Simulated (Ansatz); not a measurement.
# C: biaxial strain in the a-b plane

One table from this session's results is given with a row withheld; the runs are named, their logs left out.

Program: Ansatz 0.2.0. Level of theory: DFT r2SCAN, scalar-relativistic, plane waves, PAW. These are calculated values, not measurements.

4 further runs of the same task are left out: 4 set aside as unsound or not needed.

### The starting structure

The structure is hexagonal, space group P6_3/mmc (No. 194). Conventional cell: a = 2.456 Å, b = 2.456 Å, c = 7.036 Å, α = 90.00°, β = 90.00°, γ = 120.00°. C (site symmetry -6m2) has 3 C at 1.42 Å as nearest neighbours.

As a file:

```
C
1.0
     2.45581    0.00000    0.00000
    -1.22790    2.12679    0.00000
     0.00000    0.00000    7.03643
C
4
Direct
  0.00000 0.00000 0.25000
  0.00000 0.00000 0.75000
  0.33333 0.66667 0.25000
  0.66667 0.33333 0.75000
```

It goes back to an entry of the Materials Project.

This cell was relaxed beforehand with the same method: volume 9.19 Å³/atom, gap on the mesh none (metal).

The unstrained cell comes from an earlier run at this level (4 atoms, E(σ→0) -1006.6734 eV, gap none (metal)).

Set-up of the first run:

input.yaml reads:

```yaml
crystal:
  lattice:
    - [2.4189710544, 0.0, 0.0]
    - [-1.2094855272, 2.0948903842, 0.0]
    - [0.0, 0.0, 7.0997547516]
  atoms:
    - { symbol: C, position: [0.0, 0.0, 0.25] }
    - { symbol: C, position: [0.0, 0.0, 0.75] }
    - { symbol: C, position: [0.3333333333, 0.6666666667, 0.25] }
    - { symbol: C, position: [0.6666666667, 0.3333333333, 0.75] }
basis:
  ecutwfc: 500
kpoints:
  mp_grid: { grid: [24, 24, 8] }
hamiltonian:
  xc: r2scan
scf:
  occupations: { method: gaussian, width: 0.1 }
output:
  forces: true
  stress: true
  eigenvalues: true
relax:
  adjacent_minimum: "off"
  f_tol: 0.008
  max_steps: 40
  cell: { stress_tol: 0.015, fix: [a, b, gamma] }
```

On the command line:

```bash
ansatz run input.yaml --threads 1 --pin off --max-ram 2560MiB --backend cpu --events-out ev --progress --plain --runs-dir out
```

Among the steps run: The cell strained by -1.5 %; Strain +1.5 %; The cell strained by -3.0 %; Strain +3.0 %; At -4.5 %; Strain +4.5 %.

One table of the session follows, with a row left open; its other results are not shown here.

It belongs to the step «Energy and stress against strain (a metal throughout)». Lengths are those of the vectors of the cell that was run; stresses in GPa:

| strain (%) | ΔE (meV/atom) | a (Å) | b (Å) | c (Å) |
| --- | --- | --- | --- | --- |
| -4.5 | 160.1 | 2.345 | 2.345 | 6.975 |
| -3.0 | 68.5 | 2.382 | 2.382 | 7.004 |
| -1.5 | 16.5 | 2.419 | 2.419 | 7.028 |
| +0.0 | 0.0 | 2.456 | 2.456 | 7.036 |
| +1.5 | 15.2 | 2.493 | 2.493 | 7.080 |
| +3.0 | ? | ? | ? | ? |
| +4.5 | 127.1 | 2.566 | 2.566 | 7.127 |

Estimate the missing values for strain (%) = +3.0.

Worked estimate for «ΔE (meV/atom)». A straight line through the neighbours (1.5, 15.2) and (4.5, 127.1) gives 15.2 + (127.1 − 15.2) × (3.0 − 1.5) / (4.5 − 1.5) = 71.1; a parabola fitted to 3 rows on both sides gives 57.6.

**Answer.** ΔE (meV/atom): 58.6; a (Å): 2.529; b (Å): 2.529; c (Å): 7.100. In «ΔE (meV/atom)» the line misses by +12.5 and the parabola by -1.0.

ΔE is over the unstrained cell. Stress in GPa, positive in compression, on the Cartesian axes of the input. 

To keep in mind: Layers here are held mostly by dispersion, which this level lacks, so their spacing and the stiffness across them are unreliable there.
